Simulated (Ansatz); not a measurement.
**BHSCl2 (SMILES SB(Cl)Cl): single points off equilibrium**

How do the functionals fare away from a minimum? The structure is a structure displaced at random from a GFN2-xTB minimum.

Program: Ansatz 0.2.0, Gaussian basis. Level of theory: single points in def2-TZVPP. These are calculated values, not measurements.

Cores are frozen in the correlated methods.

## Step 1: Where the work starts

5 atoms, charge 0, spin multiplicity 1.

Atoms are counted from 1 here; the program's logs count them from 0.

Bond lengths: S1–B2 1.722 Å, S1–H5 1.252 Å, B2–Cl3 1.749 Å, B2–Cl4 1.872 Å. Angles: B2–S1–H5 98.7°, S1–B2–Cl3 127.8°, S1–B2–Cl4 121.4°, Cl3–B2–Cl4 110.1°.

Geometry (Å):

| atom | x (Å) | y (Å) | z (Å) |
| --- | --- | --- | --- |
| S1 | -0.1399 | 1.4714 | 0.0320 |
| B2 | 0.2077 | -0.2059 | 0.2116 |
| Cl3 | 1.4790 | -0.9415 | 1.1618 |
| Cl4 | -0.6138 | -1.4923 | -0.8716 |
| H5 | -1.0559 | 1.3858 | -0.8179 |

## Step 2: CCSD(T)/def2-TZVPP

run/in.yaml

```yaml
crystal:
  periodic: [false, false, false]
  atoms:
    - {symbol: S, position_ang: [-0.139900, 1.471400, 0.032000]}
    - {symbol: B, position_ang: [0.207700, -0.205900, 0.211600]}
    - {symbol: Cl, position_ang: [1.479000, -0.941500, 1.161800]}
    - {symbol: Cl, position_ang: [-0.613800, -1.492300, -0.871600]}
    - {symbol: H, position_ang: [-1.055900, 1.385800, -0.817900]}
basis:
  gaussian: {orbitals: def2-TZVPP}
correlation: {method: ccsd_t}
output: {forces: true}
```

The command line of these runs was not kept.

## Step 3: PBE0-D4/def2-TZVPP

run/in.yaml, as its differences from that of step 2:

```diff
@@ -10,3 +10,3 @@
   gaussian: {orbitals: def2-TZVPP}
-correlation: {method: ccsd_t}
-output: {forces: true}
+hamiltonian: {xc: pbe0, dispersion: d4}
+output: {forces: true, orbitals: {seedname: orbitals}}
```

## Step 4: wB97M-V/def2-TZVPP

run/in.yaml, as its differences from that of step 3:

```diff
@@ -10,3 +10,3 @@
   gaussian: {orbitals: def2-TZVPP}
-hamiltonian: {xc: pbe0, dispersion: d4}
-output: {forces: true, orbitals: {seedname: orbitals}}
+hamiltonian: {xc: {name: wB97M-V}}
+output: {forces: true}
```

## Step 5: r2SCAN-D4/def2-TZVPP

run/in.yaml, as its differences from that of step 4:

```diff
@@ -10,3 +10,3 @@
   gaussian: {orbitals: def2-TZVPP}
-hamiltonian: {xc: {name: wB97M-V}}
+hamiltonian: {xc: r2scan, dispersion: d4}
 output: {forces: true}
```

## Step 6: PBE-D4/def2-TZVPP

run/in.yaml, as its differences from that of step 5:

```diff
@@ -10,3 +10,3 @@
   gaussian: {orbitals: def2-TZVPP}
-hamiltonian: {xc: r2scan, dispersion: d4}
+hamiltonian: {xc: pbe, dispersion: d4}
 output: {forces: true}
```

## Step 7: HSE06-D4/def2-TZVPP

run/in.yaml, as its differences from that of step 6:

```diff
@@ -10,3 +10,3 @@
   gaussian: {orbitals: def2-TZVPP}
-hamiltonian: {xc: pbe, dispersion: d4}
+hamiltonian: {xc: hse06, dispersion: d4}
 output: {forces: true}
```

## Step 8: B97M-V/def2-TZVPP

run/in.yaml, as its differences from that of step 7:

```diff
@@ -10,3 +10,3 @@
   gaussian: {orbitals: def2-TZVPP}
-hamiltonian: {xc: hse06, dispersion: d4}
+hamiltonian: {xc: {name: B97M-V}}
 output: {forces: true}
```

(Steps that only read results are left out.)

Before running it: what results should come out? Wanted: energy less free atoms, CCSD(T)/def2-TZVPP; RMS force component; RMS force error; HOMO and LUMO, PBE0-D4; T1 diagnostic.

The runs gave:

| quantity | value |
| --- | --- |
| energy less free atoms, CCSD(T)/def2-TZVPP | -376.7 kcal/mol |
| RMS force component | 1.546 to 1.622 eV/Å over the methods |
| RMS force error | PBE0-D4 0.113, wB97M-V 0.077, r2SCAN-D4 0.089, PBE-D4 0.158, HSE06-D4 0.111, B97M-V 0.114 eV/Å |
| HOMO and LUMO, PBE0-D4 | -8.71 and -1.48 eV |
| T1 diagnostic | 0.012 |

Against CCSD(T) the functionals' energies less atoms differ by -28.8 to -19.8 kcal/mol, PBE-D4 by -28.8 kcal/mol. The reference is not at the basis limit: in triple zeta CCSD(T) underbinds, which counts against methods that bind more; the gaps are no ranking. On forces the order runs from wB97M-V to PBE-D4.
